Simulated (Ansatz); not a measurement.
Predict the output of the script below (Ansatz 0.2.0 through its Python package).

Contents of `scf.yaml`:
```yaml
crystal:
  lattice:
    - [3.167514, 0.0, 0.0]
    - [-1.583757, 2.743147, 0.0]
    - [0.0, 0.0, 14.53348]
  atoms:
    - { symbol: Ta, position: [0.666667, 0.333333, 0.582972] }
    - { symbol: Ta, position: [0.333333, 0.666667, 0.082972] }
    - { symbol: Ta, position: [0.333333, 0.666667, 0.417028] }
    - { symbol: Ta, position: [0.666667, 0.333333, 0.917028] }
    - { symbol: In, position: [0.666667, 0.333333, 0.25] }
    - { symbol: In, position: [0.333333, 0.666667, 0.75] }
    - { symbol: C, position: [0.0, 0.0, 0.5] }
    - { symbol: C, position: [0.0, 0.0, 0.0] }
kpoints:
  mp_grid: { kspacing: 0.3 }
hamiltonian:
  xc: pbesol
scf:
  occupations: { method: gaussian, width: 0.05 }
basis:
  ecutwfc: "31 Ry"
output:
  forces: true
  stress: true
```

Script `run_yaml_run.py`:
```python
import ansatz as az
import numpy as np
import yaml

with open('scf.yaml') as handle:
    tree = yaml.safe_load(handle)
print('sections:', list(tree))
outcome = az.Session.from_dict(tree).plan(threads=1).execute()
r = outcome.report

print(f'free energy      {r["free_energy_ev"]:.5f} eV')
print(f'per atom         {r["free_energy_ev"] / len(outcome.lattice.sites):.5f} eV')
print(f'SCF iterations   {r["n_iterations"]}  (converged: {r["converged"]})')

print('forces (eV/A)')
for site, force in zip(outcome.lattice.sites, r['forces_ev_ang']):
    print(f'  {site.symbol:2s} {force[0]:9.4f} {force[1]:9.4f} {force[2]:9.4f}')

sigma = r['stress_gpa']
voigt = [sigma[0][0], sigma[1][1], sigma[2][2], sigma[1][2], sigma[0][2], sigma[0][1]]
print('stress xx yy zz yz xz xy (GPa, compression positive):', ' '.join(f'{s:.3f}' for s in voigt))
print('P =', round(10 * float(np.mean(voigt[:3])), 2), 'kbar')
```

```console
$ python run_yaml_run.py
sections: ['crystal', 'kpoints', 'hamiltonian', 'scf', 'basis', 'output']
DeckWarning: the atoms were moved onto the symmetric positions of the space group found under crystal.symmetry.tolerance 1.0e-5 (fractional; no operation is sought that the atoms, as they stand in a round, miss by more than twice it, and no atom is moved by as much as it), and the run uses the moved positions. Before a round's move an operation carried an atom to 3.17e-6 Å from where it should land, the largest such distance. Atom 0 (counting from 0) moved farthest, by 1.83e-6 Å; the longest [...]
free energy      -50773.82765 eV
per atom         -6346.72846 eV
SCF iterations   6  (converged: True)
forces (eV/A)
  Ta    0.0000    0.0000   -0.5324
  Ta   -0.0000   -0.0000   -0.5324
  Ta   -0.0000   -0.0000    0.5324
  Ta    0.0000    0.0000    0.5324
  In   -0.0000    0.0000   -0.0000
  In   -0.0000   -0.0000    0.0000
  C     0.0000    0.0000   -0.0000
  C     0.0000    0.0000   -0.0000
stress xx yy zz yz xz xy (GPa, compression positive): -5.886 -5.886 -7.983 -0.000 0.000 0.000
P = -65.85 kbar
```
(Warnings from the package without file and line, shortened.)

Total energies depend on the potentials; only differences at equal settings carry meaning. Spin-orbit coupling, which matters for elements this heavy, is left out. At these settings the cell as given stands under about -7 GPa, so it isn't at this functional's equilibrium volume. This cell is a computed structure, which may not be the phase found in nature. Timing: 5.4 s on 1 thread of Arm Neoverse V2, on a shared host, peak memory 0.49 GiB.

(Lines on the test bed's own set-up are left out of the output.)
